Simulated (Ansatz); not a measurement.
# CsPbBr3: the cost of one run

Program: Ansatz 0.2.0. Level of theory: DFT PBEsol, scalar-relativistic, plane waves, PAW. These are calculated values, not measurements.

### 1 Starting point

Symmetry: Pm-3m, No. 221, cubic system. Conventional cell: a = 5.998 Å, b = 5.998 Å, c = 5.998 Å, α = 90.00°, β = 90.00°, γ = 90.00°. Around Cs (site symmetry m-3m) lie 12 Br at 4.24 Å. Around Pb (site symmetry m-3m) lie 6 Br at 3.00 Å. Around Br (site symmetry 4/mmm) lie 2 Pb at 3.00 Å and 4 Cs at 4.24 Å.

As a file:

```
Cs Pb Br
1.0
     5.99812    0.00000    0.00000
     0.00000    5.99812    0.00000
     0.00000    0.00000    5.99812
Cs Pb Br
1 1 3
Direct
  0.00000 0.00000 0.00000
  0.50000 0.50000 0.50000
  0.00000 0.50000 0.50000
  0.50000 0.00000 0.50000
  0.50000 0.50000 0.00000
```

This cell was relaxed beforehand with the same method: volume 43.16 Å³/atom, gap on the mesh 1.77 eV.

### 2 The cell under PBEsol

The input, input.yaml:

```yaml
crystal:
  lattice:
    - [5.9981178917, 0.0, 0.0]
    - [0.0, 5.9981178917, 0.0]
    - [0.0, 0.0, 5.9981178917]
  atoms:
    - { symbol: Cs, position: [0.0, 0.0, 0.0] }
    - { symbol: Pb, position: [0.5, 0.5, 0.5] }
    - { symbol: Br, position: [0.0, 0.5, 0.5] }
    - { symbol: Br, position: [0.5, 0.0, 0.5] }
    - { symbol: Br, position: [0.5, 0.5, 0.0] }
basis:
  ecutwfc: 420
kpoints:
  mp_grid: { grid: [6, 6, 6] }
hamiltonian:
  xc: pbesol
scf:
  occupations: { method: gaussian, width: 0.02 }
output:
  forces: true
  stress: true
  eigenvalues: true
relax:
  adjacent_minimum: "off"
  f_tol: 0.005
  max_steps: 50
  cell: { stress_tol: 0.05 }
```

Launch:

```bash
> ansatz run input.yaml --threads 2 --pin off --max-ram 5120MiB --backend cpu --events-out ev --progress --plain --runs-dir out
```

**Question.** How long does this run take on 2 threads of AMD EPYC 9R45 (Zen 5), shared host, and how much memory does it need?

About 5.9 s, with a peak of 0.61 GiB.
